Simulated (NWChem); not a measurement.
# BCl2F (dichlorofluoroborane) at 6 levels

Wanted: a comparison of 6 runs (HF/6-311+G**, B3LYP/6-311+G**, PBE0/def2-SVP, PBE0/6-311+G**, SVWN5/6-311+G**, CCSD(T)/6-311+G**) of BCl2F (dichlorofluoroborane). 

Program for the calculation: NWChem 7.3.0.

### 1 The molecule

BCl2F has 4 atoms, charge 0, and is taken as a singlet. SMILES: `FB(Cl)Cl`. Geometry: relaxed at PBE0-D4/def2-TZVP.

Bond lengths: F1–B2 1.310 Å, B2–Cl3 1.739 Å, B2–Cl4 1.739 Å. Angles: F1–B2–Cl3 119.3°, F1–B2–Cl4 119.3°, Cl3–B2–Cl4 121.5°.

### 2 Energy and gradient at HF/6-311+G(d,p) (run 1)

File job.nw:

```
start job
title "BCl2F gradient"
memory total 2200 mb

geometry units atomic noautosym nocenter noautoz
F    0.21612798  -2.20213565  -1.47623515
B    0.01494773  -0.15233082  -0.10212080
Cl  -2.92820622   0.70634183   1.07982730
Cl   2.69713051   1.64810574   0.49852865
end

basis "ao basis" spherical bse
F library 6-311+G**
B library 6-311+G**
Cl library 6-311+G**
end

scf
thresh 1e-08
maxiter 80
noprint "final vectors analysis"
end

task scf gradient
```

Run with:

```
$ nwchem job.nw > job.out
```

The program printed:

```text
[...]
  functions       =   104
[...]
  wavefunction    = RHF
[...]
         Total SCF energy =  -1043.320260918747
      One-electron energy =  -1804.235737131185
      Two-electron energy =    579.246403374744
 Nuclear repulsion energy =    181.669072837694
        Time for solution =     14.1s
[...]
                         RHF ENERGY GRADIENTS
    atom               coordinates                        gradient
                 x          y          z           x          y          z
   1 F       0.216128  -2.202136  -1.476235    0.000866  -0.008822  -0.005913
   2 B       0.014948  -0.152331  -0.102121   -0.001056   0.010761   0.007213
   3 Cl     -2.928206   0.706342   1.079827    0.004374  -0.000253  -0.001092
   4 Cl      2.697131   1.648106   0.498529   -0.004184  -0.001687  -0.000208
[...]
```

Run time: 22 s. Hardware: 1 thread of Intel Xeon 6975P-C (Granite Rapids), shared host; peak memory 0.1 GiB.

### 3 Energy and gradient at B3LYP/6-311+G(d,p) (run 2)

File bcl2f.nw:

```
start bcl2f
title "BCl2F gradient"
memory stack 880 mb heap 220 mb global 1100 mb

geometry units angstroms noautosym nocenter noautoz
F     0.114370   -1.165320   -0.781190
B     0.007910   -0.080610   -0.054040
Cl   -1.549540    0.373780    0.571420
Cl    1.427260    0.872140    0.263810
end

basis "ao basis" spherical bse
* library 6-311+G**
end

dft
xc b3lyp
grid fine
convergence energy 1e-08
maxiter 100
mulliken
print low
end

task dft gradient
```

Run with:

```
$ nwchem bcl2f.nw > bcl2f.out
```

The program printed:

```text
[...]
 d= 0,ls=0.0,diis     1  -1045.2241492517 -1.23D+03  1.32D-02  1.84D+00     2.0
[...]
 d= 0,ls=0.0,diis    10  -1045.3255217055 -3.15D-09  1.94D-07  8.36D-10    12.5
         Total DFT energy =    -1045.325521705494
      One electron energy =    -1804.546046823361
           Coulomb energy =      648.656284524230
    Exchange-Corr. energy =      -71.104845350853
 Nuclear repulsion energy =      181.669085944490
[...]
      Total Density - Mulliken Population Analysis
     ---------------------------------------------
    Atom       Charge   Shell Charges
 -----------   ------   -------------------------------------------------------
    1 F    9     8.86   1.08  0.92  1.19  1.09  2.37  0.85  1.59 -0.24  0.02  0.00
    2 B    5     5.14   1.13  0.86  0.45  0.67  1.02  0.31  0.28  0.04  0.10  0.29
    3 Cl  17    17.00   0.78  1.19  0.89  1.09  1.02  1.01  7.43 -1.52  1.11  2.90  1.24 -0.02 -0.13  0.02
    4 Cl  17    17.00   0.78  1.19  0.89  1.09  1.02  1.01  7.43 -1.52  1.11  2.90  1.24 -0.02 -0.13  0.02
[...]
                         DFT ENERGY GRADIENTS
    atom               coordinates                        gradient
                 x          y          z           x          y          z
   1 F       0.216128  -2.202135  -1.476235   -0.000675   0.006885   0.004616
   2 B       0.014948  -0.152331  -0.102121    0.000241  -0.002456  -0.001647
   3 Cl     -2.928206   0.706342   1.079827    0.006217  -0.001210  -0.002104
   4 Cl      2.697130   1.648106   0.498529   -0.005783  -0.003220  -0.000865
 Task  times  cpu:       16.9s     wall:       16.9s
 Total times  cpu:       17.0s     wall:       17.0s
```

Wall time 18 s (1 thread of Intel Xeon 6975P-C (Granite Rapids), shared host); peak memory 0.12 GiB.

Run 3 isn't shown in full; the table further down has it.

### 4 Energy and forces at PBE0/6-311+G(d,p) (run 4)

File bcl2f.nw:

```
start bcl2f
title "BCl2F gradient"
memory total 2200 mb

geometry units au noautosym nocenter noautoz
  F      0.21612798    -2.20213565    -1.47623515
  B      0.01494773    -0.15233082    -0.10212080
  Cl    -2.92820622     0.70634183     1.07982730
  Cl     2.69713051     1.64810574     0.49852865
end

basis spherical bse
  * library 6-311+G**
end

dft
  xc pbe0
  grid fine
  convergence energy 1e-08
  maxiter 100
  mulliken
  noprint "final vectors analysis"
end

task dft gradient
```

Run with:

```
$ nwchem bcl2f.nw > bcl2f.out
```

The program printed:

```text
[...]
          Wavefunction type:  closed shell.
          No. of atoms     :     4
          No. of electrons :    48
[...]
          Charge           :     0
          Spin multiplicity:     1
[...]
          AO basis - number of functions:   104
[...]
              XC Information
              --------------
                         PBE0 Method XC Functional
                     Hartree-Fock (Exact) Exchange  0.250
          PerdewBurkeErnzerhof Exchange Functional  0.750
            Perdew 1991 LDA Correlation Functional  1.000 local
           PerdewBurkeErnz. Correlation Functional  1.000 non-local
[...]
 d= 0,ls=0.0,diis     1  -1044.7676726693 -1.23D+03  1.32D-02  1.39D+00     1.7
[...]
 d= 0,ls=0.0,diis     8  -1044.8618820050 -9.82D-09  2.77D-06  1.40D-07    10.8
         Total DFT energy =    -1044.861882004981
      One electron energy =    -1804.500655247187
           Coulomb energy =      648.617437690051
    Exchange-Corr. energy =      -70.647737285539
 Nuclear repulsion energy =      181.669072837694
[...]
  wavefunction    = closed shell
                         DFT ENERGY GRADIENTS
    atom               coordinates                        gradient
                 x          y          z           x          y          z
   1 F       0.216128  -2.202136  -1.476235   -0.000315   0.003219   0.002158
   2 B       0.014948  -0.152331  -0.102121    0.000284  -0.002894  -0.001941
   3 Cl     -2.928206   0.706342   1.079827    0.001199   0.000036  -0.000230
   4 Cl      2.697131   1.648106   0.498529   -0.001168  -0.000361   0.000014
[...]
```

Run time: 17 s. Hardware: 1 thread of Intel Xeon 6975P-C (Granite Rapids), shared host; peak memory 0.12 GiB.

Run 5 isn't shown in full; the table further down has it.

### 5 A single-point energy at CCSD(T)/6-311+G(d,p) (run 6)

File struct.nw:

```
start struct
title "BCl2F"
memory 2200 mb

geometry noautosym nocenter noautoz
  F        0.114370      -1.165320      -0.781190
  B        0.007910      -0.080610      -0.054040
  Cl      -1.549540       0.373780       0.571420
  Cl       1.427260       0.872140       0.263810
end

basis "ao basis" spherical bse
  * library 6-311+G**
end

scf
  thresh 1e-08
  maxiter 80
  noprint "final vectors analysis"
end

ccsd
  freeze core 12
  maxiter 60
end

task ccsd(t)
```

Run with:

```
$ nwchem struct.nw > struct.out
```

The program printed:

```text
[...]
  functions       =   104
[...]
  wavefunction    = RHF
[...]
         Total SCF energy =  -1043.320260918445
      One-electron energy =  -1804.235763327059
      Two-electron energy =    579.246416464125
 Nuclear repulsion energy =    181.669085944490
        Time for solution =     15.8s
[...]
 Total MP2 energy:          -1043.887261345096022
[...]
             energy      energy      error      ampl     ampl      Block
                                                time     time      time
[...]
 Total CCSD energy:          -1043.911005756633131
[...]
 Total CCSD+T(CCSD) energy:          -1043.929303170862795
[...]
 Total CCSD(T) energy:               -1043.928106435560949
[...]
```

Wall time 2.6 min (1 thread of Intel Xeon 6975P-C (Granite Rapids), shared host); peak memory 0.34 GiB.

### 6 The series

| run | level | iteration cap | module | energy (Eh) | largest force (eV/Å) | wall time |
| --- | --- | --- | --- | --- | --- | --- |
| 1 | HF/6-311+G** | 80 | scf | -1043.320261 | 0.668 | 22 s |
| 2 | B3LYP/6-311+G** | 100 | dft | -1045.325522 | 0.428 | 18 s |
| 3 | PBE0/def2-SVP | 100 | dft | -1044.423984 | 0.111 | 9 s |
| 4 | PBE0/6-311+G** | 100 | dft | -1044.861882 | 0.200 | 17 s |
| 5 | SVWN5/6-311+G** | 100 | dft | -1041.441674 | 0.286 | 16 s |
| 6 | CCSD(T)/6-311+G** | 80 | ccsd(t) | -1043.928106 | – | 2.6 min |

### 7 Outcome

| quantity | value |
| --- | --- |
| run 6: total energy | -1043.92811 Eh |
| run 6: correlation energy (12 core orbitals frozen) | -607.8 mEh |
| run 6: (T) correction | -17.10 mEh |

What this shows: Over runs 1, 4, 5 the dipole moment (its size) runs from 0.26 D (PBE0/6-311+G**) to 0.30 D (HF/6-311+G**). Totals of different functionals can't be ranked against each other. All runs together took 4 min, the longest 2.6 min.
